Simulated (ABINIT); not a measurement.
Crystal: Rb3Ba.

```
Ba Rb
1.0
    -3.37146    3.37146    7.37135
     3.37146   -3.37146    7.37135
     3.37146    3.37146   -7.37135
Ba Rb
1 3
Direct
  0.00000 0.00000 0.00000
  0.50000 0.50000 0.00000
  0.25000 0.75000 0.50000
  0.75000 0.25000 0.50000
```

The cell comes from a database or a generator and needn't be the stable form of this composition.

```yaml
Program: ABINIT 10.8.3 (patched build)
Task: single point
Functional: PBE
Potentials_or_basis: JTH PAW PBE v2.0
Cutoff: 435 eV
k_mesh: 6 × 6 × 6
Occupations: fermi-dirac, width 0.05 eV
Spin: no spin polarisation
```

On this cell: pressure 0.0 GPa; largest force under 0.003 eV/Å; band gap on the k mesh none (metal or under the smearing width).

The same run follows on a disturbed copy (atoms moved at random, drawn with an rms of 0.05 Å):

```
CELL_PARAMETERS angstrom
-3.37146 3.37146 7.37135
3.37146 -3.37146 7.37135
3.37146 3.37146 -7.37135
ATOMIC_POSITIONS crystal
Ba 0.99892 0.00998 0.00224
Rb 0.49991 0.50722 0.00555
Rb 0.24653 0.74744 0.49983
Rb 0.74690 0.25382 0.49634
```

Task: What changes?

Result: The energy (extrapolated to zero smearing) moves by +0.6 meV/atom; pressure 0.0 GPa; largest force 0.040 eV/Å; band gap on the k mesh none (metal or under the smearing width).

Forces in eV/Å, atoms in the order of the input:
```
Ba  -0.008  0.016 -0.031
Rb  -0.006 -0.015 -0.009
Rb   0.011 -0.013  0.036
Rb   0.003  0.012  0.004
```

Caveats: this set's barium file shifts pressures by 1.5 GPa and gaps by 0.1 eV against other sets.
